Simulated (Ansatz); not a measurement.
# CuF: the cost of one run

Method: def2-TZVPP, core rule «outside noble gas», up to 10 orbitals frozen; program: Ansatz 0.2.0, Gaussian basis.

To be run: UHF; ROHF; CCSD(T) on UHF.

2 further runs of the same task are left out: 2 set aside as unsound or not needed.

**1. The geometry**

The geometry is a PBE0/def2-TZVP stationary point (not a proven minimum) of the parent state, kept for this charge and spin.

2 atoms, charge 0, spin multiplicity 3.

Atoms are counted from 1 here; the program's logs count them from 0.

Bond lengths: Cu1–F2 1.765 Å.

Coordinates:

```xyz
2
CuF
Cu    0.00000    0.00000    0.00000
F     0.00000    0.00000    1.76480
```

**2. UHF**

The input, in.yaml:

```yaml
crystal:
  periodic: [false, false, false]
  atoms:
    - {symbol: Cu, position_ang: [0.000000, 0.000000, 0.000000]}
    - {symbol: F, position_ang: [0.000000, 0.000000, 1.764798]}
basis:
  gaussian: {orbitals: def2-TZVPP}
magnetization: {spin_polarized: true, initial_magnetization: 2}
hamiltonian: {xc: hf}
output: {orbitals: {seedname: orbitals}}
```

Launch:

```sh
ansatz run in.yaml --threads 1 --pin off --events-out ev --progress --plain --max-ram 4096MiB --backend cpu
```

**Question.** How long does this run take on 1 thread of AMD EPYC 7R13, shared host, and how much memory does it need?

About 6 s, with a peak of 0.26 GiB.
